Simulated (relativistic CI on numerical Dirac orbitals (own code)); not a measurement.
# La³⁴⁺: how the levels respond to the fine-structure constant and the nuclear radius

How sensitive are the low transitions of La³⁴⁺ to a change of α? Wanted is q = dE/dx with x = (α/α0)² − 1, and the field-shift factor by the mean square nuclear radius, for the lowest 30 levels.

Method: Dirac-Coulomb-Breit CI, KLI orbitals optimised for each configuration, derivatives by finite differences. Code: relativistic CI on numerical Dirac orbitals (own code) version 2.

### Step 1. Starting point

* ion: La³⁴⁺ (La XXXV)
* nuclear charge: 57
* electrons: 23
* isotope: A = 139
* first configuration: [Ar] 3d5

The outer shells:

[Ar] 3d5
```
[Ar] core
3d [↑ ][↑ ][↑ ][↑ ][↑ ]
```

### Step 2. The run

Settings, as recorded:

```ini
atom La  Z=57  charge=34  electrons=23
nucleus A=139  rms_radius_fm=4.8550
hamiltonian dirac-coulomb  breit=on  qed=off  c_scale=1
orbitals kli  potential=per-configuration
slater_scale 1
correlation none
mixing on
configurations
  [Ar] 3d5
  [Ne] 3s2 3p5 3d6
  [Ne] 3s2 3p4 3d7
  [Ne] 3s 3p6 3d6
  [Ne] 3p6 3d7
  [Ne] 3s 3p5 3d7
  [Ar] 3d4 4s
  [Ar] 3d3 4s2
end
derivatives alpha2 +-0.01 radius +-1%
```

What does the calculation give? Wanted: lowest level; largest q in size, lowest 30 levels; largest K in size within the lowest configuration; largest field-shift factor among them.

**Answer**, as computed:

| quantity | value |
| --- | --- |
| lowest level | 3d5 [3d5/2] J=5/2 |
| largest q in size, lowest 30 levels | 401200 cm⁻¹ (3d5 [3d3/2 3d5/2^4] J=11/2) |
| largest K in size within the lowest configuration | 1.63 (3d5 [3d3/2 3d5/2^4] J=5/2) |
| largest field-shift factor among them | 4.8 GHz/fm² (3d5 [3d3/2 3d5/2^4] J=11/2) |

Among these levels the largest q belongs to 3d5 [3d3/2 3d5/2^4] J=11/2, within the lowest configuration. K = 2q/E, the relative sensitivity of a level, hangs on the computed energy: between configurations that lie close it can be off by a factor of several.
